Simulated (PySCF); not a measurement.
**GeF: the SCF solver's settings**

Aim: find out which solver settings change the answer for GeF.

The runs use PySCF 2.14.0; method and basis as typed in the scripts.

2 further runs of the same task are left out: 2 that didn't finish.

### 1 The system as given

GeF: 2 atoms, charge 0, spin multiplicity 2.

Bond lengths: Ge1–F2 2.041 Å.

### 2 The base run

File input.py:

```python
from pyscf import gto, scf
from pyscf.geomopt.geometric_solver import optimize

mol = gto.M(
    atom='Ge 0 0 0; F 0 0 2.041',
    basis='6-31g*',
    charge=0,
    spin=1,
    verbose=4,
)
mf = scf.ROHF(mol)
mf.kernel()
mol_eq = optimize(mf, maxsteps=30)
print('optimised geometry (angstrom)')
print(mol_eq.tostring('raw'))
print('orbital energies (hartree):', mf.mo_energy[..., max(0, mol.nelec[1]-3):mol.nelec[0]+3].round(4))
```

Run with:

```
$ python input.py
```

Its log is not repeated here.

Base result: at the starting geometry E(SCF) = -2174.483206 Eh, 10 cycles, optimised bond 1.739 Å in 7 steps; the optimisation lowers the energy by 0.812 eV.

### 3 DIIS space 4

Variant 1 changes DIIS space: default → 4.

File input.py:

```python
from pyscf import gto, scf
from pyscf.geomopt.geometric_solver import optimize

mol = gto.M(
    atom='Ge 0 0 0; F 0 0 2.041',
    basis='6-31g*',
    charge=0,
    spin=1,
    verbose=4,
)
mf = scf.ROHF(mol)
mf.diis_space = 4
mf.kernel()
mol_eq = optimize(mf, maxsteps=30)
print('optimised geometry (angstrom)')
print(mol_eq.tostring('raw'))
print('orbital energies (hartree):', mf.mo_energy[..., max(0, mol.nelec[1]-3):mol.nelec[0]+3].round(4))
```

Run with:

```
$ python input.py
```

### 4 Level shift 0.5 hartree

Variant 2 changes level shift: none → 0.5 hartree.

Changes to input.py since step 2:

```diff
@@ -11,2 +11,3 @@
 mf = scf.ROHF(mol)
+mf.level_shift = 0.5
 mf.kernel()
```

### 5 Cycle limit 200

Variant 3 changes cycle limit: 50 → 200.

Changes to input.py since step 2:

```diff
@@ -11,2 +11,3 @@
 mf = scf.ROHF(mol)
+mf.max_cycle = 200
 mf.kernel()
```

Before running it: what results should come out? Wanted: for each run, E(SCF); from base; after the SCF.

The runs gave:

| run | E(SCF) (hartree) | from base (eV) | cycles | after the SCF |
| --- | --- | --- | --- | --- |
| base | -2174.483206 | 0 | 10 | bond 1.739 Å, -0.812 eV |
| DIIS space 4 | -2174.483206 | 0.0000 | 11 | bond 1.739 Å, -0.812 eV |
| level shift 0.5 hartree | -2174.483206 | 0.0000 | 16 | bond 1.739 Å, -0.812 eV |
| cycle limit 200 | -2174.483206 | 0.0000 | 10 | bond 1.739 Å, -0.812 eV |

SCF columns refer to the geometry typed in the script.

Distance from each run's final energy (log10 hartree) by cycle:

| run | cycle 1 | cycle 2 | cycle 3 | cycle 5 | cycle 8 | cycle 12 |
| --- | --- | --- | --- | --- | --- | --- |
| base | -1.0 | -1.2 | -2.9 | -4.5 | -8.2 | done |
| DIIS space 4 | -1.0 | -1.2 | -2.9 | -4.5 | -8.0 | done |
| level shift 0.5 hartree | -1.0 | -1.8 | -2.5 | -3.5 | -5.1 | -7.5 |
| cycle limit 200 | -1.0 | -1.2 | -2.9 | -4.5 | -8.2 | done |

**Reading.** No change of the SCF energy comes from DIIS space 4 or level shift 0.5 hartree or cycle limit 200. The base needs 10 cycles and the run with level shift 0.5 hartree needs 16.
